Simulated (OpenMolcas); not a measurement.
# Re⁴⁺ among point charges: CASSCF and CASPT2 levels and susceptibility

How does a field of 6 point charges split the states of Re⁴⁺, and what χT follows?

Program: OpenMolcas 26.06. Level of theory: state-averaged CASSCF and CASPT2, spin-orbit coupling by RASSI with atomic mean-field integrals. These are calculated values, not measurements, unless marked.

### Step 1. Starting point

```
Species                           : Re⁴⁺ (rhenium, Z = 75, 71 electrons)
Basis                             : ANO-RCC-VTZP [8s7p5d3f2g1h], 104 functions
Scalar Hamiltonian                : DKH2, point nucleus
Inactive shells                   : 1s 2s 2p 3s 3p 3d 4s 4p 4d 4f 5s 5p
Active space                      : 3 electrons in 5 orbitals (5d)
Some configurations of this space : 5d³
Orbitals                          : optimised for each spin and parity, averaged over all roots
```

The outer shells:

5d3
```
5d [↑ ][↑ ][↑ ][  ][  ]
```

The ion sits among 6 point charges of -1.7 e arranged as a tetragonal octahedron (D4h), 2.04 Å from the ion.

Each step is its own input file, run in one work folder so that later steps find the files of earlier ones. Labels, J, g values, rates, χT and fits are worked out afterwards by a script from the matrices that RASSI stores. The input lists half of the charges; inversion (Group=XYZ) makes the rest.

### Step 2. GATEWAY and SEWARD: basis and integrals

The input, a.inp:

```
&GATEWAY
Coord
1

Re 0.0 0.0 0.0
Basis=ANO-RCC-VTZP
Group=XYZ
NoMove
AngMom=0.0 0.0 0.0
AMFI
XField
3 Angstrom 0
2.040000 0.000000 0.000000 -1.700000
0.000000 2.040000 0.000000 -1.700000
0.000000 0.000000 2.040000 -1.700000
&SEWARD
```

The run is started by

```
> OMP_NUM_THREADS=1 MOLCAS_MEM=1689 MOLCAS_PROJECT=a pymolcas a.inp > a.log
```

### Step 3. Reference wave functions, quartets of even parity, 10 roots

The input, a.inp:

```
&RASSCF
FileOrb=start.orb
Symmetry=1
Spin=4
nActEl=3 0 0
Inactive=15 19
Ras2=5 0
CIRoot=10 10 1
SDav=10
CIMx=300
Iter=120 100
PrWF=0.3
OrbListing=Nothing
MaxOrb=0
>>> COPY $Project.JobIph JOB001
```

start.orb holds the contracted functions of the basis, ordered by shell, or the orbitals of the step before.

### Step 4. CASSCF: doublets of even parity, 40 roots

The input, a.inp:

```
&RASSCF
FileOrb=start.orb
Symmetry=1
Spin=2
nActEl=3 0 0
Inactive=15 19
Ras2=5 0
CIRoot=40 40 1
SDav=40
CIMx=300
Iter=120 100
PrWF=0.3
OrbListing=Nothing
MaxOrb=0
>>> COPY $Project.JobIph JOB002
```

### Step 5. RASSI: spin-orbit coupling between the states

The input, a.inp:

```
&RASSI
NrOfJobIphs=2 10 40
1 2 3 4 5 6 7 8 9 10
1 2 3 4 5 6 7 8 9 10 11 12 13 14 15 16 17 18 19 20 21 22 23 24 25 26 27
28 29 30 31 32 33 34 35 36 37 38 39 40
IphNames
JOB001
JOB002
EJob
SpinOrbit
DIPRint=1.0
SOCoupling=1000.0
Subsets=2
Property=9
'ANGMOM' 1 'ANGMOM' 2 'ANGMOM' 3 'MLTPL  1' 1 'MLTPL  1' 2 'MLTPL  1' 3
'AMFI' 1 'AMFI' 2 'AMFI' 3
SOProperty=3
'ANGMOM' 1 'ANGMOM' 2 'ANGMOM' 3
```

### Step 6. CASPT2: IPEA 0.25, imaginary shift 0.1 (closed shells correlated: 5s 5p)

The input, a.inp:

```
>>> COPY JOB001 $Project.JobIph
&CASPT2
Multistate=10 1 2 3 4 5 6 7 8 9 10
NoMult
Frozen=14 16
IPEA=0.25
Imaginary=0.1
MaxIter=60
WThr=0.0 0.3 0.05
PrWF=0.5
NoMix
>>> COPY JOB002 $Project.JobIph
&CASPT2
Multistate=40 1 2 3 4 5 6 7 8 9 10 11 12 13 14 15 16 17 18 19 20 21 22
23 24 25 26 27 28 29 30 31 32 33 34 35 36 37 38 39 40
NoMult
Frozen=14 16
IPEA=0.25
Imaginary=0.1
MaxIter=60
WThr=0.0 0.3 0.05
PrWF=0.5
NoMix
```

(Steps that only read results are left out.)

Before running it: what results should come out? Wanted: spin-free ground state; first state of the same spin within the active space; lowest level; next level.

As calculated:

```
                                            quantity                                                                        value
                                              method  SS-CASPT2, IPEA 0.25, imaginary shift 0.1 (closed shells correlated: 5s 5p)
                              spin-free ground state                                              4B1, 1-fold in its orbital part
first state of the same spin within the active space                                                         quartet at 9540 cm⁻¹
                                        lowest level                                                                       4-fold
                                          next level                                                                  7930.0 cm⁻¹
                                         χT at 300 K                                                               0.41 cm³ K/mol
                           effective moment at 300 K                                                                      1.81 μB
```

Cost by method:

```csv
method,time of its own steps,time with the reference
A. CASSCF,12 s,12 s
"B. SS-CASPT2, IPEA 0.25, imaginary shift 0.1, +5s 5p",15 s,27 s
```

Times are of one thread on a shared host.

In words: The spin-free ground state (4B1) comes to 100 % from free-ion F terms and keeps the highest spin of the shell. χT at 300 K is 0.41, against 1.88 cm³ K/mol for the spin alone, so spin-orbit coupling lowers it. CASPT2 does not keep the components of a term degenerate, and the means are used. The field of point charges can differ much from that of real complexes. This is an electrostatic model: the charges have no orbitals.
